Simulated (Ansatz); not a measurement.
# C2H10B2OSi: the cost of one run

Program: Ansatz 0.2.0. Level of theory: RKS PBE/6-31G. These are calculated values, not measurements.

## Step 1: The starting structure

Bond lengths (14 of 15 bonds, heavy atoms first): C1–Si2 1.861 Å, Si2–B3 1.969 Å, B3–C4 1.527 Å, B3–B5 1.647 Å, B5–O6 1.462 Å, C1–H7 1.072 Å, C1–H8 1.173 Å, C1–H9 1.104 Å, Si2–H10 1.484 Å, Si2–H11 1.476 Å, C4–H12 1.098 Å, C4–H13 1.130 Å, C4–H14 1.190 Å, B5–H15 1.187 Å. Angles (14 of 25 angles, heavy atoms first): C1–Si2–B3 111.2°, Si2–B3–C4 117.8°, Si2–B3–B5 119.1°, C4–B3–B5 122.9°, B3–B5–O6 122.5°, C1–Si2–H10 109.8°, C1–Si2–H11 108.4°, B3–Si2–H10 109.6°, B3–Si2–H11 109.0°, Si2–C1–H7 112.2°, Si2–C1–H8 107.6°, Si2–C1–H9 106.8°, B3–C4–H12 115.6°, B3–C4–H13 113.0°.

As a file:

```xyz
16

C     1.2652   -0.9000   -1.7095
Si    1.2045   -0.6459    0.1326
B    -0.4969    0.1789    0.6814
C    -1.3845   -0.5984    1.6508
B    -0.8473    1.7074    0.1763
O     0.0627    2.4846   -0.6633
H     2.1846   -1.3522   -2.0263
H     1.1878    0.1551   -2.2169
H     0.3546   -1.4607   -1.9839
H     2.3354    0.2146    0.5600
H     1.3356   -1.9615    0.7898
H    -1.0300   -1.6029    1.9162
H    -1.6475   -0.0092    2.5784
H    -2.4649   -0.7209    1.1675
H    -1.8605    2.1951    0.5580
H    -0.2215    2.2933   -1.5669
```

## Step 2: End point A

input.yaml reads:

```yaml
crystal:
  periodic: [false, false, false]
  atoms:
    - { symbol: C, position_ang: [1.2652, -0.9, -1.7095] }
    - { symbol: Si, position_ang: [1.2045, -0.6459, 0.1326] }
    - { symbol: B, position_ang: [-0.4969, 0.1789, 0.6814] }
    - { symbol: C, position_ang: [-1.3845, -0.5984, 1.6508] }
    - { symbol: B, position_ang: [-0.8473, 1.7074, 0.1763] }
    - { symbol: O, position_ang: [0.0627, 2.4846, -0.6633] }
    - { symbol: H, position_ang: [2.1846, -1.3522, -2.0263] }
    - { symbol: H, position_ang: [1.1878, 0.1551, -2.2169] }
    - { symbol: H, position_ang: [0.3546, -1.4607, -1.9839] }
    - { symbol: H, position_ang: [2.3354, 0.2146, 0.56] }
    - { symbol: H, position_ang: [1.3356, -1.9615, 0.7898] }
    - { symbol: H, position_ang: [-1.03, -1.6029, 1.9162] }
    - { symbol: H, position_ang: [-1.6475, -0.0092, 2.5784] }
    - { symbol: H, position_ang: [-2.4649, -0.7209, 1.1675] }
    - { symbol: H, position_ang: [-1.8605, 2.1951, 0.558] }
    - { symbol: H, position_ang: [-0.2215, 2.2933, -1.5669] }
basis:
  gaussian: { orbitals: "6-31G" }
hamiltonian:
  xc: pbe
relax:
  f_tol: 0.015
  max_steps: 40
```

The run is started by

```console
$ ansatz run input.yaml --threads 1 --pin off --max-ram 2048MiB --backend cpu --events-out ev --progress --plain --runs-dir out
```

What time and memory should one allow on 1 thread of Arm Neoverse V1, shared host?

About 3 min, with a peak of 0.15 GiB.
